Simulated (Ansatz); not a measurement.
# AlH5O3S: the cost of one run

Computed with Ansatz 0.2.0, Gaussian basis. Level: PBE0-D4/def2-SVP.

22 further runs of the same task are left out: 22 set aside as unsound or not needed.

## Step 1: Where the work starts

The first end: 10 atoms, charge 0, spin multiplicity 1.

Atoms are counted from 1 here; the program's logs count them from 0.

Bond lengths: Al1–S2 2.218 Å, Al1–O3 1.721 Å, Al1–O4 1.702 Å, Al1–O6 1.974 Å, S2–H7 1.344 Å, O3–H8 0.954 Å, O4–H9 0.955 Å, H5–O6 0.967 Å, O6–H10 0.969 Å. Angles: S2–Al1–O3 117.4°, S2–Al1–O4 112.8°, S2–Al1–O6 99.3°, O3–Al1–O4 123.5°, O3–Al1–O6 87.6°, O4–Al1–O6 108.7°, Al1–S2–H7 92.5°, Al1–O3–H8 124.9°, Al1–O4–H9 122.7°, Al1–O6–H5 107.6°, Al1–O6–H10 102.2°, H5–O6–H10 108.0°.

Coordinates:

```mol
AlH5O3S
  3D, bonds by distance, orders not assigned

 10  9  0  0  0  0  0  0  0  0999 V2000
    0.1410   -0.3231   -0.1349 Al  0  0
    1.0785    0.8613   -1.7591 S   0  0
    1.0542   -0.5510    1.3064 O   0  0
   -0.9986   -1.4475   -0.7117 O   0  0
   -0.6950    1.9372    0.2907 H   0  0
   -0.8192    1.1256    0.8016 O   0  0
    0.1971    0.4190   -2.6718 H   0  0
    1.7892   -1.1517    1.3981 H   0  0
   -1.4341   -2.0790   -0.1431 H   0  0
   -0.3130    1.2095    1.6239 H   0  0
  1  2  8  0
  1  3  8  0
  1  4  8  0
  1  6  8  0
  2  7  8  0
  3  8  8  0
  4  9  8  0
  5  6  8  0
  6 10  8  0
M  END
```

The second end:

```
Al   -0.0674   -0.2484    0.5152
S     0.7245    1.3132   -1.3093
O     1.4823   -0.6396    1.1207
O    -0.8637   -1.4057   -0.4634
H    -0.4974    1.5151   -1.8306
O    -1.0436    0.8812    1.3487
H     1.0065    0.3363   -2.1883
H     1.8150   -1.5336    1.0695
H    -1.8135   -1.5010   -0.4244
H    -0.7427    1.2826    2.1618
```

## Step 2: The band at PBE0-D4/def2-SVP

Input file neb/in.yaml:

```yaml
crystal:
  periodic: [false, false, false]
  atoms:
    - {symbol: Al, position_ang: [0.140976, -0.323057, -0.134919]}
    - {symbol: S, position_ang: [1.078502, 0.861297, -1.759064]}
    - {symbol: O, position_ang: [1.054235, -0.550986, 1.306399]}
    - {symbol: O, position_ang: [-0.998625, -1.447528, -0.711692]}
    - {symbol: H, position_ang: [-0.695030, 1.937174, 0.290696]}
    - {symbol: O, position_ang: [-0.819212, 1.125595, 0.801594]}
    - {symbol: H, position_ang: [0.197103, 0.418960, -2.671846]}
    - {symbol: H, position_ang: [1.789248, -1.151704, 1.398096]}
    - {symbol: H, position_ang: [-1.434084, -2.079008, -0.143139]}
    - {symbol: H, position_ang: [-0.313013, 1.209456, 1.623874]}
basis:
  gaussian: {orbitals: def2-SVP}
hamiltonian: {xc: pbe0, dispersion: d4}
neb:
  images: 5
  climbing: true
  max_iterations: 40
  initial_path: idpp
  final_atoms:
    - {symbol: Al, position_ang: [-0.067396, -0.248401, 0.515230]}
    - {symbol: S, position_ang: [0.724500, 1.313218, -1.309270]}
    - {symbol: O, position_ang: [1.482314, -0.639631, 1.120708]}
    - {symbol: O, position_ang: [-0.863686, -1.405702, -0.463397]}
    - {symbol: H, position_ang: [-0.497351, 1.515086, -1.830635]}
    - {symbol: O, position_ang: [-1.043568, 0.881234, 1.348747]}
    - {symbol: H, position_ang: [1.006489, 0.336327, -2.188300]}
    - {symbol: H, position_ang: [1.814998, -1.533578, 1.069485]}
    - {symbol: H, position_ang: [-1.813539, -1.500966, -0.424375]}
    - {symbol: H, position_ang: [-0.742661, 1.282612, 2.161809]}
```

Started as:

```bash
ansatz run in.yaml --threads 4 --pin off --events-out ev --progress --plain --max-ram 9574MiB
```

**Question.** How long does this run take on 4 threads of Arm Neoverse V1, shared host?

About 2 min.
